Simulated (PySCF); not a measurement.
**KN (triplet): changing the method**

Aim: see what other levels and later steps give for KN (triplet).

Method: each script names its method and basis; program: PySCF 2.14.0.

3 further runs of the same task are left out: 3 that didn't finish.

## (1) The system as given

KN (triplet): 2 atoms, charge 0, spin multiplicity 3.

Bond lengths: K1–N2 2.600 Å.

## (2) The base run

Input file input.py:

```python
from pyscf import gto, scf, mp

mol = gto.M(
    atom='K 0 0 0; N 0 0 2.6',
    basis='x2c-svpall',
    charge=0,
    spin=2,
    verbose=4,
)
mf = scf.UHF(mol)
mf = mf.sfx2c1e()
mf = mf.newton()
mf.kernel()
mp.MP2(mf, frozen=6).kernel()
mf.dip_moment()
print('orbital energies (hartree):', [e[max(0, n-3):n+3].round(4) for e, n in zip(mf.mo_energy, mol.nelec)])
```

Launch:

```
$ OMP_NUM_THREADS=1 python input.py
```

## (3) 0.5*hf+0.5*b88,lyp (UKS)

Variant 1 changes functional: none (Hartree–Fock) → 0.5*hf+0.5*b88,lyp; SCF type: UHF → UKS; step after the SCF: mp2 → analyze.

Input file input.py:

```python
from pyscf import gto, dft

mol = gto.M(
    atom='K 0 0 0; N 0 0 2.6',
    basis='x2c-svpall',
    charge=0,
    spin=2,
    verbose=4,
)
mf = dft.UKS(mol, xc='0.5*hf+0.5*b88,lyp')
mf = mf.sfx2c1e()
mf = mf.newton()
mf.kernel()
mf.analyze()
print('orbital energies (hartree):', [e[max(0, n-3):n+3].round(4) for e, n in zip(mf.mo_energy, mol.nelec)])
```

## (4) CASSCF (ROHF)

Variant 2 changes step after the SCF: mp2 → casscf; SCF type: UHF → ROHF; active space: none → 4 electrons in 5 orbitals.

Input file input.py:

```python
from pyscf import gto, scf, mcscf

mol = gto.M(
    atom='K 0 0 0; N 0 0 2.6',
    basis='x2c-svpall',
    charge=0,
    spin=2,
    verbose=4,
)
mf = scf.ROHF(mol)
mf = mf.sfx2c1e()
mf = mf.newton()
mf.kernel()
mc = mcscf.CASSCF(mf, 5, 4)
mc.kernel()
mc.analyze()
mf.dip_moment()
print('orbital energies (hartree):', mf.mo_energy[..., max(0, mol.nelec[1]-3):mol.nelec[0]+3].round(4))
```

## (5) Population analysis

Variant 3 changes step after the SCF: mp2 → analyze.

Input file input.py:

```python
from pyscf import gto, scf

mol = gto.M(
    atom='K 0 0 0; N 0 0 2.6',
    basis='x2c-svpall',
    charge=0,
    spin=2,
    verbose=4,
)
mf = scf.UHF(mol)
mf = mf.sfx2c1e()
mf = mf.newton()
mf.kernel()
mf.analyze()
print('orbital energies (hartree):', [e[max(0, n-3):n+3].round(4) for e, n in zip(mf.mo_energy, mol.nelec)])
```

## (6) CCSD(T)

Variant 4 changes step after the SCF: mp2 → ccsd(t).

Edit input.py of step 2 so:

```diff
@@ -1,2 +1,2 @@
-from pyscf import gto, scf, mp
+from pyscf import gto, scf, cc
 
@@ -13,3 +13,5 @@
 mf.kernel()
-mp.MP2(mf, frozen=6).kernel()
+mycc = cc.CCSD(mf, frozen=6)
+mycc.kernel()
+mycc.ccsd_t()
 mf.dip_moment()
```

## (7) Geometry optimisation

Variant 5 changes step after the SCF: mp2 → optimize.

Input file input.py:

```python
from pyscf import gto, scf
from pyscf.geomopt.geometric_solver import optimize

mol = gto.M(
    atom='K 0 0 0; N 0 0 2.6',
    basis='x2c-svpall',
    charge=0,
    spin=2,
    verbose=4,
)
mf = scf.UHF(mol)
mf = mf.sfx2c1e()
mf = mf.newton()
mf.kernel()
mol_eq = optimize(mf, maxsteps=30)
print('optimised geometry (angstrom)')
print(mol_eq.tostring('raw'))
print('orbital energies (hartree):', [e[max(0, n-3):n+3].round(4) for e, n in zip(mf.mo_energy, mol.nelec)])
```

## (8) Frozen orbitals 7

Variant 6 changes frozen orbitals: 6 → 7.

Edit input.py of step 2 so:

```diff
@@ -13,3 +13,3 @@
 mf.kernel()
-mp.MP2(mf, frozen=6).kernel()
+mp.MP2(mf, frozen=7).kernel()
 mf.dip_moment()
```

Q: Predict the outcome of this session. Wanted: for each run, E(SCF); from base; gap, α spin; SCF dipole; after the SCF.

The runs gave:

```
                     run  E(SCF) (hartree)  from base (eV)   cycles  gap, α spin (eV)  SCF dipole (D)                               after the SCF
                    base       -655.714700               0  5 macro             17.20            2.81      MP2 correlation -3.270 eV, core frozen
0.5*hf+0.5*b88,lyp (UKS)       -656.710530  not comparable  5 macro              6.35            5.77                                         n/a
           CASSCF (ROHF)       -655.682949         +0.8640  3 macro               n/a           10.02                CASSCF correlation -0.832 eV
     population analysis       -655.714700          0.0000  5 macro             17.20            2.81                                         n/a
                 CCSD(T)       -655.714700          0.0000  5 macro             17.20            2.81  CCSD(T) correlation -4.118 eV, core frozen
   geometry optimisation       -655.714700          0.0000  5 macro             17.20             n/a                     bond 7.051 Å, -0.348 eV
       frozen orbitals 7       -655.714700          0.0000  5 macro             17.20            2.81      MP2 correlation -3.209 eV, core frozen
```

SCF columns refer to the geometry typed in the script.

On the same reference and core, CCSD(T) gains 4.12 eV in 6.6 s; MP2 reaches 79 % of that in 2.2 s. A lower total energy from another functional means nothing by itself. The dearest run is “geometry optimisation”, at 13 s against 2.2 s.
